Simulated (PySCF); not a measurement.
# CaBr: the SCF solver's settings

The same problem is solved with other solver options, one edit a run.

Program: PySCF 2.14.0. Level of theory: method and basis as typed in the scripts. These are calculated values, not measurements.

6 further runs of the same task are left out: 6 that didn't finish.

### 1 Starting geometry

CaBr: 2 atoms, charge 0, spin multiplicity 2.

Bond lengths: Ca1–Br2 2.516 Å.

### 2 The run that the others are compared with

File input.py:

```python
from pyscf import gto, scf
from pyscf.hessian import thermo

mol = gto.M(
    atom='Ca 0 0 0; Br 0 0 2.516',
    basis='lanl2dz',
    ecp={'Ca': 'lanl2dz', 'Br': 'lanl2dz'},
    charge=0,
    spin=1,
    verbose=4,
)
mf = scf.UHF(mol)
mf.kernel()
hess = mf.Hessian().kernel()
print('wavenumber (cm^-1) =', thermo.harmonic_analysis(mol, hess)['freq_wavenumber'].round(1))
mf.dip_moment()
print('orbital energies (hartree):', [e[max(0, n-3):n+3].round(4) for e, n in zip(mf.mo_energy, mol.nelec)])
```

Run with:

```sh
python input.py
```

Its log is not repeated here.

Base result: E(SCF) = -49.206494 Eh, 9 cycles, ⟨S²⟩ = 0.751, μ = 5.55 D, wavenumbers 419 cm⁻¹.

The bond length is a typed value, not an optimised one, so the wavenumber is not that of the minimum.

### 3 Point-group symmetry on

Run 1 changes point-group symmetry: off → on.

File input.py:

```python
from pyscf import gto, scf
from pyscf.hessian import thermo

mol = gto.M(
    atom='Ca 0 0 0; Br 0 0 2.516',
    basis='lanl2dz',
    ecp={'Ca': 'lanl2dz', 'Br': 'lanl2dz'},
    charge=0,
    spin=1,
    symmetry=True,
    verbose=4,
)
mf = scf.UHF(mol)
mf.kernel()
hess = mf.Hessian().kernel()
print('wavenumber (cm^-1) =', thermo.harmonic_analysis(mol, hess)['freq_wavenumber'].round(1))
mf.dip_moment()
print('orbital energies (hartree):', [e[max(0, n-3):n+3].round(4) for e, n in zip(mf.mo_energy, mol.nelec)])
```

Run with:

```sh
python input.py
```

### 4 Initial guess random

Run 2 changes initial guess: minao → random.

input.py: that of step 2 with these lines changed.

```diff
@@ -12,2 +12,3 @@
 mf = scf.UHF(mol)
+mf.init_guess = 'random'
 mf.kernel()
```

### 5 Smearing width 0.05 hartree

Run 3 changes smearing width: none → 0.05 hartree; step after the SCF: frequency → none.

File input.py:

```python
from pyscf import gto, scf

mol = gto.M(
    atom='Ca 0 0 0; Br 0 0 2.516',
    basis='lanl2dz',
    ecp={'Ca': 'lanl2dz', 'Br': 'lanl2dz'},
    charge=0,
    spin=1,
    verbose=4,
)
mf = scf.UHF(mol)
mf = scf.addons.smearing_(mf, sigma=0.05, method='fermi')
mf.kernel()
mf.dip_moment()
print('orbital energies (hartree):', [e[max(0, n-3):n+3].round(4) for e, n in zip(mf.mo_energy, mol.nelec)])
```

What does the calculation give? Wanted: for each run, E(SCF); from base; gap, α spin; SCF dipole; after the SCF.

The runs gave:

| run | E(SCF) (hartree) | from base (eV) | cycles | gap, α spin (eV) | SCF dipole (D) | after the SCF |
| --- | --- | --- | --- | --- | --- | --- |
| base | -49.206494 | 0 | 9 | 6.63 | 5.55 | highest mode 419 cm⁻¹ |
| point-group symmetry on | -49.206494 | 0.0000 | 9 | 6.63 | 5.55 | highest mode 419 cm⁻¹ |
| initial guess random | -49.206494 | 0.0000 | 9 | 6.63 | 5.55 | highest mode 419 cm⁻¹ |
| smearing width 0.05 hartree | -49.097704 | not comparable | 13 | n/a | 6.20 | n/a |

Distance from each run's final energy (log10 hartree) by cycle:

| run | cycle 1 | cycle 2 | cycle 3 | cycle 5 | cycle 8 | cycle 12 |
| --- | --- | --- | --- | --- | --- | --- |
| base | -0.5 | -2.6 | -3.6 | -5.5 | -9.1 | done |
| point-group symmetry on | -0.5 | -2.6 | -3.6 | -5.3 | -9.1 | done |
| initial guess random | -0.5 | -2.6 | -3.6 | -5.5 | -9.1 | done |
| smearing width 0.05 hartree | -0.2 | -1.3 | -1.6 | -3.5 | -6.6 | -8.9 |

**Reading.** The SCF energy stays the same, to the digits that matter, with point-group symmetry on or initial guess random. PySCF falls back to minao for a guess that it doesn't know or can't read, so that run repeats the base. With point-group symmetry on, initial guess random the path hardly changes: 9 cycles against 9.
